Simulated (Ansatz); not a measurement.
# Si: the cost of one run

Program: Ansatz 0.2.0. Level of theory: DFT LDA, scalar-relativistic, plane waves, PAW. These are calculated values, not measurements.

## 1. The system as given

The structure is orthorhombic, space group Cmce (No. 64). Conventional cell: a = 8.750 Å, b = 5.155 Å, c = 5.183 Å, α = 90.00°, β = 90.00°, γ = 90.00°. Si (site symmetry m) is surrounded by 11 Si at 2.41 to 2.84 Å. Around Si (site symmetry 2) lie 10 Si at 2.60 to 2.84 Å.

Structure file:

```
Si
1.0
     4.37522   -2.57734    0.00000
     4.37522    2.57734    0.00000
     0.00000    0.00000    5.18307
Si
8
Direct
  0.65562 0.34438 0.82587
  0.34438 0.65562 0.17413
  0.84438 0.15562 0.32587
  0.15562 0.84438 0.67413
  0.70571 0.70571 0.50000
  0.20572 0.20572 0.00000
  0.29429 0.29429 0.50000
  0.79429 0.79429 0.00000
```

Source of the structure: the Materials Project (structure only).

(A quick probe on a coarse mesh, which set the mesh and smearing, is not shown.)

## 3. The relaxation

input.yaml

```yaml
crystal:
  lattice:
    - [4.375222, -2.577344, 0.0]
    - [4.375222, 2.577344, 0.0]
    - [0.0, 0.0, 5.183067]
  atoms:
    - { symbol: Si, position: [0.65562, 0.34438, 0.82587] }
    - { symbol: Si, position: [0.34438, 0.65562, 0.17413] }
    - { symbol: Si, position: [0.84438, 0.15562, 0.32587] }
    - { symbol: Si, position: [0.15562, 0.84438, 0.67413] }
    - { symbol: Si, position: [0.705715, 0.705715, 0.5] }
    - { symbol: Si, position: [0.205715, 0.205715, 0.0] }
    - { symbol: Si, position: [0.294285, 0.294285, 0.5] }
    - { symbol: Si, position: [0.794285, 0.794285, 0.0] }
basis:
  ecutwfc: 420
kpoints:
  mp_grid: { grid: [8, 8, 8] }
hamiltonian:
  xc: lda
scf:
  occupations: { method: gaussian, width: 0.1 }
output:
  forces: true
  stress: true
  eigenvalues: true
relax:
  adjacent_minimum: "off"
  f_tol: 0.005
  max_steps: 80
  cell: { stress_tol: 0.05 }
```

Launch:

```
$ ansatz run input.yaml --threads 2 --pin off --max-ram 5120MiB --backend cpu --events-out ev --progress --plain --runs-dir out
```

Q: Estimate wall time and peak memory on 2 threads of AMD EPYC 7R43 (Zen 3), shared host.

About 1.7 min, with a peak of 0.58 GiB.
